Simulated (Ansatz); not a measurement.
# In4SbAs3: the cost of one run

Computed with Ansatz 0.2.0 (DFT PBE, scalar-relativistic, plane waves, PAW, unless a step's input says otherwise).

1 further run of the same task is left out (it didn't finish).

**1. The starting structure**

The structure is cubic, space group P-43m (No. 215). Conventional cell: a = 5.884 Å, b = 5.884 Å, c = 5.884 Å, α = 90.00°, β = 90.00°, γ = 90.00°. Around In (site symmetry 3m) lie 3 As at 2.55 Å and 1 Sb at 2.55 Å. Around Sb (site symmetry -43m) lie 4 In at 2.55 Å. As (site symmetry -42m) is surrounded by 4 In at 2.55 Å.

Coordinates:

```
In Sb As
1.0
     5.88423    0.00000    0.00000
     0.00000    5.88423    0.00000
     0.00000    0.00000    5.88423
In Sb As
4 1 3
Direct
  0.75000 0.75000 0.25000
  0.75000 0.25000 0.75000
  0.25000 0.75000 0.75000
  0.25000 0.25000 0.25000
  0.00000 0.00000 0.00000
  0.00000 0.50000 0.50000
  0.50000 0.00000 0.50000
  0.50000 0.50000 0.00000
```

The start is an ordering of an alloy on its end members' structure types: elements ordered on the sites of the InSb type, As/Sb on Sb (P-43m, No. 215).

**2. A first look at the guess**

input.yaml

```yaml
crystal:
  lattice:
    - [5.8842335, 0.0, 0.0]
    - [0.0, 5.8842335, 0.0]
    - [0.0, 0.0, 5.8842335]
  atoms:
    - { symbol: In, position: [0.75, 0.75, 0.25] }
    - { symbol: In, position: [0.75, 0.25, 0.75] }
    - { symbol: In, position: [0.25, 0.75, 0.75] }
    - { symbol: In, position: [0.25, 0.25, 0.25] }
    - { symbol: Sb, position: [0.0, 0.0, 0.0] }
    - { symbol: As, position: [0.0, 0.5, 0.5] }
    - { symbol: As, position: [0.5, 0.0, 0.5] }
    - { symbol: As, position: [0.5, 0.5, 0.0] }
basis:
  ecutwfc: 420
kpoints:
  mp_grid: { grid: [4, 4, 4] }
hamiltonian:
  xc: pbe
scf:
  occupations: { method: gaussian, width: 0.1 }
  lower_state_search: "off"
output:
  forces: true
  stress: true
  eigenvalues: true
```

Launch:

```
ansatz run input.yaml --threads 1 --pin off --max-ram 2560MiB --backend cpu --events-out ev --progress --plain --runs-dir out
```

What time and memory should one allow on 1 thread of Intel Xeon at 2.70GHz, shared host?

About 12 s, with a peak of 0.47 GiB.
